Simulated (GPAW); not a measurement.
GaGe3:

```
Ge Ga
1.0
     0.00000    3.38717    3.38717
     3.38717    0.00000    3.38717
     3.38717    3.38717    0.00000
Ge Ga
3 1
Direct
  0.50000 0.50000 0.50000
  0.75000 0.75000 0.75000
  0.25000 0.25000 0.25000
  0.00000 0.00000 0.00000
```

The cell comes from a database or a generator and needn't be the stable form of this composition.

* Program: GPAW 26.7.0
* Task: relaxation of cell and atoms
* Functional: PBEsol
* Potentials or basis: PAW data sets generated in the run's folder for this functional
* Cutoff: 600 eV
* Basis: pw
* k mesh: 7 × 7 × 7
* Occupations: fermi-dirac, width 0.05 eV
* Spin: no spin polarisation

At the start: pressure -4.1 GPa; volume 19.43 Å³/atom.

Q: Where does the relaxation end?

A: Over 4 steps the energy falls by 16.2 meV/atom and the volume is 18.26 Å³/atom (-6.0 %); space group Fm-3m (No. 225, to 0.05 Å).

Step by step:
| step | energy change (eV) | largest force (eV/Å) | pressure (GPa) | volume (Å³) |
| --- | --- | --- | --- | --- |
| 1 | 0.0000 | 0.0000 | -4.15 | 77.72 |
| 2 | -0.0104 | 0.0000 | -3.84 | 77.30 |
| 3 | -0.0641 | 0.0000 | 0.46 | 72.56 |
| 4 | -0.0648 | 0.0000 | -0.04 | 73.03 |

Final structure:
```
Ge Ga
1.0
     0.00000    3.31755    3.31755
     3.31755    0.00000    3.31755
     3.31755    3.31755    0.00000
Ge Ga
3 1
Direct
  0.50000 0.50000 0.50000
  0.75000 0.75000 0.75000
  0.25000 0.25000 0.25000
  0.00000 0.00000 0.00000
```

Caveat: later steps reuse the first step's grids.
